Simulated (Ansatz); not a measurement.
Run this with the Python package of Ansatz (0.2.0) and show what comes out.

`relaxed_scan_bh3ote.py`
```python
"""One bond of BH3OTe held at set lengths while the rest relaxes."""

import ansatz
import numpy as np

BASIS = "def2-SVP"
FUNCTIONAL = "hf"

GEOMETRY = """
O    -1.08330   -0.82240   -0.56730
B     0.14860   -0.09660   -0.46030
Te    0.47560    1.30640    1.20270
H    -1.61130   -0.16160   -1.13770
H     1.00710   -0.30130   -1.26960
H     1.10540    0.01150    2.18590
"""

molecule = ansatz.Crystal.molecule()
for line in GEOMETRY.strip().splitlines():
    symbol, *xyz = line.split()
    molecule = molecule.atom(symbol, [float(v) for v in xyz])

calculation = (
    molecule.calculation()
    .basis(gaussian=BASIS)
    .functional(FUNCTIONAL)
)
symbols = [site.symbol for site in molecule.cartesian_sites]
pairs = [(0, 1), (0, 3), (1, 2), (1, 4), (2, 5)]
print("held (A)   E (eV)        ", "  ".join(f"{symbols[i]}{i}-{symbols[j]}{j}" for i, j in pairs))
for length in [1.1, 1.2, 1.29, 1.44, 1.62]:
    r = calculation.relax(constraints=[ansatz.DistanceConstraint((1, 4), at=length)], force_tolerance=0.02, max_steps=60).run().report
    xyz = np.array(r["positions_ang"])
    print(f"{length:6.2f} {r['free_energy_ev']:14.5f}  ", "  ".join(f"{np.linalg.norm(xyz[i] - xyz[j]):.3f}" for i, j in pairs))
```

Output of `python relaxed_scan_bh3ote.py`:
```text
held (A)   E (eV)         O0-B1  O0-H3  B1-Te2  B1-H4  Te2-H5
DeckWarning: relax.constraints: the input's atoms, or those drawn, lie off the distances that are held; a relaxation that starts there is brought onto them ahead of its first SCF, by positions alone, [...]
  1.10   -10020.78980   1.335  0.944  2.199  1.100  1.653
  1.20   -10020.89776   1.336  0.944  2.202  1.200  1.645
  1.29   -10020.79562   1.334  0.944  2.199  1.290  1.645
  1.44   -10020.43722   1.331  0.945  2.175  1.440  1.647
  1.62   -10019.74392   1.326  0.945  2.170  1.620  1.645
```
(Warnings from the package without file and line, shortened, repeats left out.)

What to keep in mind:
- Total energies depend on the basis set; only differences at equal settings carry meaning.
- The energies are electronic: no zero-point or thermal terms, and the basis set is short of its limit.
- def2 sets replace the cores of elements past krypton by effective core potentials.
- Timing: 110 s on 1 thread of Arm Neoverse V2, on a shared host, peak memory 0.21 GiB.
